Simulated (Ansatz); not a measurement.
# Cs2Au: the cost of one run

Computed with Ansatz 0.2.0 (DFT PBE, scalar-relativistic, plane waves, PAW, unless a step's input says otherwise).

### 1 The system as given

Symmetry: P-3m1, No. 164, trigonal system. Conventional cell: a = 5.332 Å, b = 5.332 Å, c = 10.652 Å, α = 90.00°, β = 90.00°, γ = 120.00°. Around Cs (site symmetry 3m) lie 3 Au at 4.28 Å. Around Au (site symmetry -3m) lie 6 Cs at 4.28 Å.

Coordinates:

```xyz
3
Lattice="5.3316 0.0000 0.0000 -2.6658 4.6173 0.0000 0.0000 0.0000 10.6518" Properties=species:S:1:pos:R:3 pbc="T T T"
Cs    0.0000    3.0782    2.9754
Cs    2.6658    1.5391    7.6763
Au    0.0000    0.0000    0.0000
```

Recipe of the guess: close-packed layers stacked ABC|A (P-3m1, No. 164). The dimensions are guesses.

### 2 The guess as it stands, on a coarse mesh

Contents of input.yaml:

```yaml
crystal:
  lattice:
    - [5.33160879, 0.0, 0.0]
    - [-2.66580439, 4.61730865, 0.0]
    - [0.0, 0.0, 10.65176502]
  atoms:
    - { symbol: Cs, position: [0.33333333, 0.66666667, 0.27933711] }
    - { symbol: Cs, position: [0.66666667, 0.33333333, 0.72066289] }
    - { symbol: Au, position: [0.0, 0.0, 0.0] }
basis:
  ecutwfc: 420
kpoints:
  mp_grid: { grid: [6, 6, 2] }
hamiltonian:
  xc: pbe
scf:
  occupations: { method: gaussian, width: 0.1 }
  lower_state_search: "off"
output:
  forces: true
  stress: true
  eigenvalues: true
```

Launch:

```bash
$ ansatz run input.yaml --threads 1 --pin off --max-ram 2048MiB --backend cpu --events-out ev --progress --plain --runs-dir out
```

Q: Estimate wall time and peak memory on 1 thread of Intel Xeon Platinum 8375C at 2.90GHz (Ice Lake), shared host.

About 4 s, with a peak of 0.52 GiB.
